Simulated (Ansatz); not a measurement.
# GaHCl2 (singlet): from Hartree-Fock to the top rungs at distance Cl1–Ga2 = 1.923 Å, cc-pVDZ

One table from this session's results is given with a row withheld; the runs are named, their logs left out.

Computed with Ansatz 0.2.0, Gaussian basis. Level: cc-pVDZ, core rule «outside noble gas», up to 24 orbitals frozen.

Plan: UHF; CCSD(T) on RHF; BCCD(T) on RHF; CISD; CCSDT(Q) on RHF; CASSCF and MRCISD+Q, 2 electrons in 2 orbitals; CASSCF and NEVPT2, 2 electrons in 2 orbitals.

47 further runs of the same task are left out: 12 for a known fault of the program, 3 for a mislabelled method, 29 that didn't finish, 3 set aside as unsound or not needed.

**The system**

The geometry derives from a PBE0/def2-TZVP stationary point (not a proven minimum). One bond is set to the value named and the two fragments are kept rigid. No spin-orbit coupling is included. The filled d shell of Ga may be among the frozen orbitals whatever the setting's name suggests; the logs give the count.

4 atoms, charge 0, spin multiplicity 1.

Atoms are counted from 1 here; the program's logs count them from 0.

Bond lengths: Cl1–Ga2 1.923 Å, Ga2–Cl3 2.129 Å, Ga2–H4 1.545 Å. Angles: Cl1–Ga2–Cl3 115.3°, Cl1–Ga2–H4 122.3°, Cl3–Ga2–H4 122.3°.

Set-up of the first run:

File in.yaml:

```yaml
crystal:
  periodic: [false, false, false]
  atoms:
    - {symbol: Cl, position_ang: [0.000000, -0.497145, 1.668247]}
    - {symbol: Ga, position_ang: [0.000000, 0.531496, 0.043493]}
    - {symbol: Cl, position_ang: [0.000000, -0.607152, -1.755019]}
    - {symbol: H, position_ang: [0.000000, 2.076662, 0.043493]}
basis:
  gaussian: {orbitals: cc-pVDZ}
magnetization: {spin_polarized: true, initial_magnetization: 0}
hamiltonian: {xc: hf}
output: {orbitals: {seedname: orbitals}}
```

Launch:

```sh
$ ansatz run in.yaml --threads 1 --pin off --events-out ev --progress --plain --max-ram 2393MiB
```

Steps of the session up to this table: UHF; CCSD(T) on RHF; BCCD(T) on RHF; CISD; CCSDT(Q) on RHF; CASSCF and MRCISD+Q, 2 electrons in 2 orbitals; CASSCF and NEVPT2, 2 electrons in 2 orbitals.

One table of the session follows, with a row left open; its other results are not shown here.

```
       method  from RCCSDT(Q) (kJ/mol)
          RHF                   +960.7
         RMP2                   +104.2
        RCCSD                    +22.1
     RCCSD(T)                     +3.6
      BCCD(T)                        ?
       RCCSDT                     +1.9
    RCCSDT(Q)                        0
  CASSCF pair                   +923.3
  NEVPT2 pair                   +108.0
  MRCISD pair                   +110.0
MRCISD+Q pair                    +12.9
```

Q: Estimate the row for BCCD(T) from the others.

**Answer.** from RCCSDT(Q) (kJ/mol): +3.5. In the column «from RCCSDT(Q) (kJ/mol)» it lies between RCCSDT (+1.9) and RCCSD(T) (+3.6).

Not comparable, so not listed: CISD (they don't share determinant, frozen orbitals or solution with the rows shown, or repeat one).
